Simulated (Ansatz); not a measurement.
# SnS: a point defect seen from the nuclei (Cu on a Sn site)

How do the nuclei near a point defect see it? The defect is Cu on a Sn site in SnS (cell charge -1), first unrelaxed. The cell is a supercell built from a computed entry of the Materials Project. Planned: a single point, then a relaxation, then a check of algorithm with hubbard with ecutwfc.

Method: DFT, PBE, plane-wave PAW, default files, scalar-relativistic, as far as a step names no other, in Ansatz 0.2.0.

### 1 The system as given

It takes space group Pm (No. 6, monoclinic). Conventional cell: a = 9.066 Å, b = 7.914 Å, c = 11.392 Å, α = 90.00°, β = 90.00°, γ = 90.00°. Around Cu (site symmetry m) lie 3 S at 2.63 to 2.65 Å. Around Sn (site symmetry m) lie 3 S at 2.63 to 2.65 Å. Sn (site symmetry 1) is surrounded by 3 S at 2.63 to 2.65 Å. Only part of the 24 independent sites is listed.

As a file:

```cif
data_structure
_symmetry_space_group_name_H-M 'Pm'
_symmetry_Int_Tables_number 6
_cell_length_a 9.0656
_cell_length_b 7.9137
_cell_length_c 11.3920
_cell_angle_alpha 90.000
_cell_angle_beta 90.000
_cell_angle_gamma 90.000
_cell_volume 817.29
loop_
_atom_site_label
_atom_site_type_symbol
_atom_site_symmetry_multiplicity
_atom_site_Wyckoff_symbol
_atom_site_fract_x
_atom_site_fract_y
_atom_site_fract_z
_atom_site_occupancy
Cu1 Cu 1 b 0.18477 0.50000 0.62163 1
Sn1 Sn 1 b 0.68477 0.50000 0.62163 1
Sn2 Sn 1 a 0.18477 0.00000 0.62163 1
Sn3 Sn 1 a 0.68477 0.00000 0.62163 1
Sn4 Sn 2 c 0.31523 0.25000 0.37837 1
Sn5 Sn 2 c 0.81523 0.25000 0.37837 1
Sn6 Sn 2 c 0.43477 0.25000 0.87837 1
Sn7 Sn 2 c 0.93477 0.25000 0.87837 1
Sn8 Sn 1 b 0.06523 0.50000 0.12163 1
Sn9 Sn 1 b 0.56523 0.50000 0.12163 1
Sn10 Sn 1 a 0.06523 0.00000 0.12163 1
Sn11 Sn 1 a 0.56523 0.00000 0.12163 1
S1 S 1 b 0.00530 0.50000 0.34750 1
S2 S 1 b 0.50530 0.50000 0.34750 1
S3 S 1 a 0.00530 0.00000 0.34750 1
S4 S 1 a 0.50530 0.00000 0.34750 1
S5 S 2 c 0.49470 0.25000 0.65250 1
S6 S 2 c 0.99470 0.25000 0.65250 1
S7 S 2 c 0.25530 0.25000 0.15250 1
S8 S 2 c 0.75530 0.25000 0.15250 1
S9 S 1 b 0.24470 0.50000 0.84750 1
S10 S 1 b 0.74470 0.50000 0.84750 1
S11 S 1 a 0.24470 0.00000 0.84750 1
S12 S 1 a 0.74470 0.00000 0.84750 1
```

Atom 1 of the input is the impurity.

### 2 Single point at the given positions

input.yaml

```yaml
crystal:
  lattice:
    - [11.39201851, 0.0, 0.0]
    - [0.0, 7.91371042, 0.0]
    - [0.0, 0.0, 9.06562138]
  atoms:
    - { symbol: Cu, position: [0.62163275, 0.125, 0.18476992] }
    - { symbol: Sn, position: [0.62163275, 0.125, 0.68476992] }
    - { symbol: Sn, position: [0.62163275, 0.625, 0.18476992] }
    - { symbol: Sn, position: [0.62163275, 0.625, 0.68476992] }
    - { symbol: Sn, position: [0.37836725, 0.375, 0.31523008] }
    - { symbol: Sn, position: [0.37836725, 0.375, 0.81523008] }
    - { symbol: Sn, position: [0.37836725, 0.875, 0.31523008] }
    - { symbol: Sn, position: [0.37836725, 0.875, 0.81523008] }
    - { symbol: Sn, position: [0.87836725, 0.375, 0.43476992] }
    - { symbol: Sn, position: [0.87836725, 0.375, 0.93476992] }
    - { symbol: Sn, position: [0.87836725, 0.875, 0.43476992] }
    - { symbol: Sn, position: [0.87836725, 0.875, 0.93476992] }
    - { symbol: Sn, position: [0.12163275, 0.125, 0.06523008] }
    - { symbol: Sn, position: [0.12163275, 0.125, 0.56523008] }
    - { symbol: Sn, position: [0.12163275, 0.625, 0.06523008] }
    - { symbol: Sn, position: [0.12163275, 0.625, 0.56523008] }
    - { symbol: S, position: [0.34749746, 0.125, 0.0052984] }
    - { symbol: S, position: [0.34749746, 0.125, 0.5052984] }
    - { symbol: S, position: [0.34749746, 0.625, 0.0052984] }
    - { symbol: S, position: [0.34749746, 0.625, 0.5052984] }
    - { symbol: S, position: [0.65250254, 0.375, 0.4947016] }
    - { symbol: S, position: [0.65250254, 0.375, 0.9947016] }
    - { symbol: S, position: [0.65250254, 0.875, 0.4947016] }
    - { symbol: S, position: [0.65250254, 0.875, 0.9947016] }
    - { symbol: S, position: [0.15250254, 0.375, 0.2552984] }
    - { symbol: S, position: [0.15250254, 0.375, 0.7552984] }
    - { symbol: S, position: [0.15250254, 0.875, 0.2552984] }
    - { symbol: S, position: [0.15250254, 0.875, 0.7552984] }
    - { symbol: S, position: [0.84749746, 0.125, 0.2447016] }
    - { symbol: S, position: [0.84749746, 0.125, 0.7447016] }
    - { symbol: S, position: [0.84749746, 0.625, 0.2447016] }
    - { symbol: S, position: [0.84749746, 0.625, 0.7447016] }
total_charge: -1
kpoints:
  mp_grid: { grid: [2, 3, 2] }
scf:
  occupations: { method: fermi_dirac, width: 0.01 }
hamiltonian:
  xc: pbe
  pseudopotentials: { kind: paw }
output:
  forces: true
  stress: true
  populations: true
  efg:
    quadrupole_moments_barn: { Cu: -0.22, Sn: -0.132, S: -0.0694 }
    contact_densities: true
```

Started as:

```sh
ansatz run input.yaml --threads 4 --pin off --max-ram 8192MiB --backend cpu --events-out ev --progress --plain --runs-dir out
```

What it wrote:

```text
Warning: RAYON_NUM_THREADS=4 ignored (pool sized by the plan → 4); use --threads N
Sn: output.efg is read without spin–orbit coupling, which moves field gradients at and beside such atoms by some per cent and up to a factor of two; PAW files take it under magnetization.noncollinear and magnetization.spin_orbit
Engine: ansatz 0.2.0, x86_64-unknown-linux-gnu
Pseudopotentials: kind: paw
Pseudopotential: Cu, paw, valence charge 19, recommended cutoff 420 eV (normal), Cu.paw.azcp
Pseudopotential: Sn, paw, valence charge 14, recommended cutoff 420 eV (normal), Sn.paw.azcp
Pseudopotential: S, paw, valence charge 6, recommended cutoff 420 eV (normal), S.paw.azcp
Functional definition: PBE
  parameter kappa = 0.804
  parameter beta = 0.06672455060314922
  exchange = pbe_x(kappa = kappa, mu = beta*pi^2/3)
  correlation = pbe_c(beta = beta)
Crystal: 32 atoms, lattice volume = 817.294 Å³
Basis set: ecut = 420 eV, 15951 PW (Γ), exchange–correlation on 160×108×128 points (8 copies of the dense FFT grid, shifted against one another)
Bands: 196, of which v1, the nominal top of the filled ones, is band 163 counted from 1 (162 counted from 0)
Symmetry: 2 space group operations
Space group: Pm (ITA 6), of the structure as read, at distance tolerance 9.3e-5 Å
k-points: 8 of 12
Non-local potential: Cu, projectors of the file, l = 0: 3, l = 1: 2, l = 2: 3, l = 3: 1
Non-local potential: Sn, projectors of the file, l = 0: 2, l = 1: 2, l = 2: 2, l = 3: 2
Non-local potential: S, projectors of the file, l = 0: 2, l = 1: 2, l = 2: 2
PAW form: soft (Blöchl's): semilocal exchange-correlation on the pseudo side does not see the compensation charge
PAW one-centre angular grid: Cu, 590 points (default); XC on 64 Gauss nodes
PAW one-centre angular grid: Sn, 590 points (default); XC on 64 Gauss nodes
PAW one-centre angular grid: S, 110 points (default); XC on 64 Gauss nodes
Initial density: superposition of atomic densities (neutral atoms scaled as one to the charged cell's electrons: chi_scale 0, normalization atom), corrected by the library's trained network
Initial wavefunctions: pseudopotential atomic-orbital guess
Functional: x = pbe(κ = 0.804, μ = 0.2195149727645171), c = pbe(β = 0.06672455060314922)
SCF iter   1: F=—  HF=-111426.539694 eV  |F-HF|=—  |Δ(HF+E_count)|=         —  Δρ=1.30e-2  dr2=1.23e0  ethr=1.77e-3  ⟨swp⟩=6.5  Hψ=6149  notcnv=0  defer=53
preconditioner: auto → Resta (q_TF=auto, 2.341 Å⁻¹)  ε∞=3.2  [insulator: Δε(μ)=0.344 eV  Ē_g=15.467 eV  σ=0.010 eV  W_gap=1.00  n_scr=174 (ndim 8)  ℏωp=23.2 eV  f_vac=0.000  D(μ)=0.00/eV (n_scr^D=0)  ε∞_Penn≈3.2]
SCF iter   2: F=—  HF=-111426.334147 eV  |F-HF|=—  |Δ(HF+E_count)|=   2.06e-1  Δρ=3.28e-3  dr2=1.56e-1  ethr=3.79e-4  ⟨swp⟩=2.0  Hψ=1947  notcnv=0  defer=215
SCF iter   3: F=—  HF=-111426.300441 eV  |F-HF|=—  |Δ(HF+E_count)|=   3.37e-2  Δρ=2.06e-3  dr2=3.90e-2  ethr=4.78e-5  ⟨swp⟩=3.0  Hψ=2600  notcnv=0  defer=215
SCF iter   4: F=—  HF=-111426.294036 eV  |F-HF|=—  |Δ(HF+E_count)|=   6.40e-3  Δρ=3.32e-4  dr2=2.80e-3  ethr=1.20e-5  ⟨swp⟩=2.1  Hψ=2871  notcnv=0  defer=215
SCF iter   5: F=—  HF=-111426.293782 eV  |F-HF|=—  |Δ(HF+E_count)|=   2.54e-4  Δρ=1.24e-4  dr2=1.36e-4  ethr=8.59e-7  ⟨swp⟩=2.0  Hψ=2955  notcnv=0  defer=215
SCF iter   6: F=—  HF=-111426.293771 eV  |F-HF|=—  |Δ(HF+E_count)|=   1.09e-5  Δρ=3.29e-5  dr2=2.43e-5  ethr=4.18e-8  ⟨swp⟩=2.0  Hψ=1874  notcnv=0  defer=215
SCF iter   7: F=—  HF=-111426.293912 eV  |F-HF|=—  |Δ(HF+E_count)|=   1.40e-4  Δρ=9.62e-6  dr2=1.12e-6  ethr=7.44e-9  ⟨swp⟩=2.0  Hψ=2579  notcnv=0  defer=215
SCF iter   8: F=—  HF=-111426.293913 eV  |F-HF|=—  |Δ(HF+E_count)|=   9.24e-7  Δρ=3.12e-6  dr2=2.00e-7  ethr=3.44e-10  ⟨swp⟩=2.0  Hψ=2657  notcnv=0  defer=215
SCF iter   9: F=-111426.293913 eV  HF=-111426.293913 eV  |F-HF|=1.46e-11  |Δ(HF+E_count)|=   1.63e-8  Δρ=7.78e-7  dr2=9.01e-9  ethr=3.07e-11  ⟨swp⟩=11.6  Hψ=8049  notcnv=0
SCF 1 converged in 9 iterations: F = -111426.293913 eV  dr2 = 9.01e-9
SCF converged after 9 iterations
Free energy (F): -111426.293913 eV
Harris-Foulkes:  -111426.293913 eV  (|F-HF|=1.46e-11)
Internal energy: -111426.293913 eV  (E = F + TS)
E sigma→0 (E₀):  -111426.293913 eV
Fermi energy:    7.840918 eV
--- Per-component energies (eV) ---
  E_band       = -2263.534886
  E_kinetic    = 4790.023296
  E_local      = -23289.513337  (includes V_loc(G=0)·N_el)
  E_nonlocal   = 377.732974
  E_hartree    = 12325.195201
  E_xc         = -7389.786128
  E_vxc        = -2960.006598  (∫ρ·V_xc dr)
  E_paw        = -73293.579390  (= ΣΔE_a)
  E_vpaw       = -5832.164469  (= ΣTr[D̂ρ^β])
  E_aug_tail   = 0.000292  (compensation charges beyond the density's cutoff)
  E_ewald      = -24946.366821
  E_smearing   = -0.000000  (= −TS)
  E_closure    = -0.000000  (closes the sum)
  E_deformation_potential = -12.947777  (in the stress; not in F)
  Σ components = -111426.293913   (vs F -111426.293913, Δ=0.00e0)
--- Forces (eV/Å), atoms counted from 1 ---
  atom   1  Cu     1.04275764     0.00000000    -0.99734062
  atom   2  Sn    -0.09467067     0.00000000     0.24277078
  atom   3  Sn     0.01939009     0.00000000    -0.45059314
  atom   4  Sn    -0.19782903     0.00000000     0.37794087
  atom   5  Sn     0.33151298    -0.07966278    -0.23971707
  atom   6  Sn     0.31526491    -0.03310564    -0.06278733
  atom   7  Sn     0.33151298     0.07966278    -0.23971707
  atom   8  Sn     0.31526491     0.03310564    -0.06278733
  atom   9  Sn     0.09105218    -0.27924036    -0.12624526
  atom  10  Sn    -0.27400616    -0.02718501     0.30804612
  atom  11  Sn     0.09105218     0.27924036    -0.12624526
  atom  12  Sn    -0.27400616     0.02718501     0.30804612
  atom  13  Sn    -0.30578857     0.00000000    -0.15850130
  atom  14  Sn    -0.20706401     0.00000000    -0.13779675
  atom  15  Sn    -0.21271000     0.00000000    -0.15229506
  atom  16  Sn    -0.29563432     0.00000000    -0.14888602
  atom  17  S      0.19106513     0.00000000     0.13502920
  atom  18  S      0.03925859     0.00000000     0.23588432
  atom  19  S      0.08029927     0.00000000     0.15954011
  atom  20  S      0.18865344     0.00000000     0.08989778
  atom  21  S     -0.08098618    -0.12760119    -0.20601130
  atom  22  S     -0.26050432    -0.31458051     0.49157007
  atom  23  S     -0.08098618     0.12760119    -0.20601130
  atom  24  S     -0.26050432     0.31458051     0.49157007
  atom  25  S     -0.08819654     0.02322626     0.18960209
  atom  26  S     -0.14297071     0.01089344     0.14205686
  atom  27  S     -0.08819654    -0.02322626     0.18960209
  atom  28  S     -0.14297071    -0.01089344     0.14205686
  atom  29  S     -0.50567202     0.00000000     0.24933045
  atom  30  S      0.15075413     0.00000000    -0.16009154
  atom  31  S      0.14523501     0.00000000    -0.09107323
  atom  32  S      0.17962637     0.00000000    -0.18685093
  max |Σ_I F_I| component: 6.71e-6 eV/Å
--- Stress (GPa, compression-positive) ---
        0.327732       0.000000       0.233628
        0.000000       0.393331       0.000000
        0.233627       0.000000      -0.091365
  P = ⅓ Tr σ = 0.2099 GPa (2.099 kbar)
--- PAW observables at the nuclei: V_zz in 10²¹ V/m², potentials from the cell's mean, atoms counted from 1 ---
  atom   1  Cu V_zz =    +3.000619   η = 0.0771   by run symmetry: allowed   C_q = -15.9620 MHz
            electrostatic potential = -3756.052709 V   contact ρ = 147534.288529 e/Å³
  atom   2  Sn V_zz =   -12.645058   η = 0.4044   by run symmetry: allowed   C_q = +40.3598 MHz
            electrostatic potential = -8170.244560 V   contact ρ = 1236460.235136 e/Å³
  atom   3  Sn V_zz =   -14.101033   η = 0.3819   by run symmetry: allowed   C_q = +45.0069 MHz
            electrostatic potential = -8170.426950 V   contact ρ = 1236452.815758 e/Å³
  atom   4  Sn V_zz =   -12.257522   η = 0.4145   by run symmetry: allowed   C_q = +39.1229 MHz
            electrostatic potential = -8170.331499 V   contact ρ = 1236462.282098 e/Å³
  atom   5  Sn V_zz =   -12.258625   η = 0.3200   by run symmetry: allowed   C_q = +39.1264 MHz
            electrostatic potential = -8170.111093 V   contact ρ = 1236463.231676 e/Å³
  atom   6  Sn V_zz =   -12.273669   η = 0.3077   by run symmetry: allowed   C_q = +39.1744 MHz
            electrostatic potential = -8170.140444 V   contact ρ = 1236462.629028 e/Å³
  atom   7  Sn V_zz =   -12.258625   η = 0.3200   by run symmetry: allowed   C_q = +39.1264 MHz
            electrostatic potential = -8170.111093 V   contact ρ = 1236463.231676 e/Å³
  atom   8  Sn V_zz =   -12.273669   η = 0.3077   by run symmetry: allowed   C_q = +39.1744 MHz
            electrostatic potential = -8170.140444 V   contact ρ = 1236462.629028 e/Å³
  atom   9  Sn V_zz =   -13.130889   η = 0.5341   by run symmetry: allowed   C_q = +41.9105 MHz
            electrostatic potential = -8170.330486 V   contact ρ = 1236455.450132 e/Å³
  atom  10  Sn V_zz =   -14.252199   η = 0.1261   by run symmetry: allowed   C_q = +45.4894 MHz
            electrostatic potential = -8170.301955 V   contact ρ = 1236456.630983 e/Å³
  atom  11  Sn V_zz =   -13.130889   η = 0.5341   by run symmetry: allowed   C_q = +41.9105 MHz
            electrostatic potential = -8170.330486 V   contact ρ = 1236455.450132 e/Å³
  atom  12  Sn V_zz =   -14.252199   η = 0.1261   by run symmetry: allowed   C_q = +45.4894 MHz
            electrostatic potential = -8170.301955 V   contact ρ = 1236456.630983 e/Å³
  atom  13  Sn V_zz =   -12.603555   η = 0.2182   by run symmetry: allowed   C_q = +40.2273 MHz
            electrostatic potential = -8170.185091 V   contact ρ = 1236464.544539 e/Å³
  atom  14  Sn V_zz =   -12.403695   η = 0.3235   by run symmetry: allowed   C_q = +39.5894 MHz
            electrostatic potential = -8170.122546 V   contact ρ = 1236463.356316 e/Å³
  atom  15  Sn V_zz =   -12.527179   η = 0.3211   by run symmetry: allowed   C_q = +39.9836 MHz
            electrostatic potential = -8170.120936 V   contact ρ = 1236463.291339 e/Å³
  atom  16  Sn V_zz =   -12.156896   η = 0.3649   by run symmetry: allowed   C_q = +38.8017 MHz
            electrostatic potential = -8170.132851 V   contact ρ = 1236464.694389 e/Å³
  atom  17  S  V_zz =    -4.732022   η = 0.0167   by run symmetry: allowed   C_q = +7.9407 MHz
            electrostatic potential = -1634.194032 V   contact ρ = 19770.526626 e/Å³
  atom  18  S  V_zz =    -4.272564   η = 0.0339   by run symmetry: allowed   C_q = +7.1697 MHz
            electrostatic potential = -1634.161012 V   contact ρ = 19770.267743 e/Å³
  atom  19  S  V_zz =    -4.413503   η = 0.0448   by run symmetry: allowed   C_q = +7.4062 MHz
            electrostatic potential = -1634.143820 V   contact ρ = 19770.266388 e/Å³
  atom  20  S  V_zz =    -4.888146   η = 0.0740   by run symmetry: allowed   C_q = +8.2027 MHz
            electrostatic potential = -1634.090463 V   contact ρ = 19770.224643 e/Å³
  atom  21  S  V_zz =    -3.625520   η = 0.1693   by run symmetry: allowed   C_q = +6.0839 MHz
            electrostatic potential = -1634.299193 V   contact ρ = 19770.502562 e/Å³
  atom  22  S  V_zz =    +5.192713   η = 0.8785   by run symmetry: allowed   C_q = -8.7138 MHz
            electrostatic potential = -1634.594204 V   contact ρ = 19770.130236 e/Å³
  atom  23  S  V_zz =    -3.625520   η = 0.1693   by run symmetry: allowed   C_q = +6.0839 MHz
            electrostatic potential = -1634.299193 V   contact ρ = 19770.502562 e/Å³
  atom  24  S  V_zz =    +5.192713   η = 0.8785   by run symmetry: allowed   C_q = -8.7138 MHz
            electrostatic potential = -1634.594204 V   contact ρ = 19770.130236 e/Å³
  atom  25  S  V_zz =    -4.477203   η = 0.0936   by run symmetry: allowed   C_q = +7.5131 MHz
            electrostatic potential = -1634.133933 V   contact ρ = 19770.236834 e/Å³
  atom  26  S  V_zz =    -4.439288   η = 0.0224   by run symmetry: allowed   C_q = +7.4495 MHz
            electrostatic potential = -1634.153602 V   contact ρ = 19770.262784 e/Å³
  atom  27  S  V_zz =    -4.477203   η = 0.0936   by run symmetry: allowed   C_q = +7.5131 MHz
            electrostatic potential = -1634.133933 V   contact ρ = 19770.236834 e/Å³
  atom  28  S  V_zz =    -4.439288   η = 0.0224   by run symmetry: allowed   C_q = +7.4495 MHz
            electrostatic potential = -1634.153602 V   contact ρ = 19770.262784 e/Å³
  atom  29  S  V_zz =    -5.232033   η = 0.4965   by run symmetry: allowed   C_q = +8.7798 MHz
            electrostatic potential = -1634.562660 V   contact ρ = 19770.798068 e/Å³
  atom  30  S  V_zz =    -4.414027   η = 0.1637   by run symmetry: allowed   C_q = +7.4071 MHz
            electrostatic potential = -1634.245743 V   contact ρ = 19770.139783 e/Å³
  atom  31  S  V_zz =    -4.003120   η = 0.0821   by run symmetry: allowed   C_q = +6.7176 MHz
            electrostatic potential = -1634.295417 V   contact ρ = 19770.181746 e/Å³
  atom  32  S  V_zz =    -4.583165   η = 0.1756   by run symmetry: allowed   C_q = +7.6909 MHz
            electrostatic potential = -1634.298866 V   contact ρ = 19770.194739 e/Å³
--- Band table (eV; the first three rows and the last of 8) ---
[... 4 lines left out ...]
--- Löwdin populations: 32 sites ---
  site symbol       q [e]
     0     Cu     18.4680
     1     Sn     13.5747
     2     Sn     13.5953
     3     Sn     13.5882
     4     Sn     13.6043
     5     Sn     13.5787
     6     Sn     13.6043
     7     Sn     13.5787
     8     Sn     13.5970
     9     Sn     13.5827
    10     Sn     13.5970
    11     Sn     13.5827
    12     Sn     13.5884
    13     Sn     13.5820
    14     Sn     13.5855
    15     Sn     13.5877
    16      S      6.3849
    17      S      6.3884
    18      S      6.3812
    19      S      6.3796
    20      S      6.3940
    21      S      6.4983
    22      S      6.3940
    23      S      6.4983
    24      S      6.3830
    25      S      6.3874
    26      S      6.3830
    27      S      6.3874
    28      S      6.4865
    29      S      6.3820
    30      S      6.3803
    31      S      6.3867
  spilling = 0.003710 (of n_electrons = 326.000000)
```

It took 67 s on 4 threads of an x86-64 CPU, shared host; peak memory 3.4 GiB.

State: gap on the mesh 0.76 eV, largest force 1.443 eV/Å, pressure 0.2 GPa.

The printed gradients, by site: 11 of 24, those nearest the defect, the farthest of each element and the two largest gradients.

```csv
site,atoms,distance from the defect (Å),V_zz (10²¹ V/m²),η,C_Q (MHz)
Cu,1,0.00,3.00,0.08,-16.0 (⁶³Cu)
S29,29,2.63,-5.23,0.50,8.78 (³³S)
S22,"22, 24",2.65,5.19,0.88,-8.71 (³³S)
S21,"21, 23",3.45,-3.63,0.17,6.08 (³³S)
S17,17,3.52,-4.73,0.02,7.94 (³³S)
Sn5,"5, 7",3.60,-12.26,0.32,–
Sn3,3,3.96,-14.10,0.38,–
Sn9,"9, 11",4.20,-13.13,0.53,–
Sn10,"10, 12",4.20,-14.25,0.13,–
S26,"26, 28",6.90,-4.44,0.02,7.45 (³³S)
Sn16,16,7.75,-12.16,0.36,–
```

V_zz is the principal component of the electric field gradient with the largest magnitude, η = (V_xx − V_yy)/V_zz and C_Q = eQV_zz/h. Quadrupole moments are those of Pyykkö's year-2017 table. A dash under C_Q marks elements without a common quadrupolar isotope.

Direction of the V_zz axis (Cartesian unit vector):

```csv
site,atom,x,y,z
Cu,1,0.74,0.00,-0.67
Sn2,2,0.83,0.00,-0.55
Sn3,3,0.73,0.00,-0.69
Sn4,4,0.84,0.00,-0.55
Sn5,5,0.84,-0.01,-0.54
Sn6,6,0.83,0.02,-0.56
Sn9,9,0.75,0.18,0.64
Sn10,10,0.91,-0.01,0.42
Sn13,13,0.85,0.00,0.52
Sn14,14,0.84,0.00,0.54
```

[end of part 1 of 3]
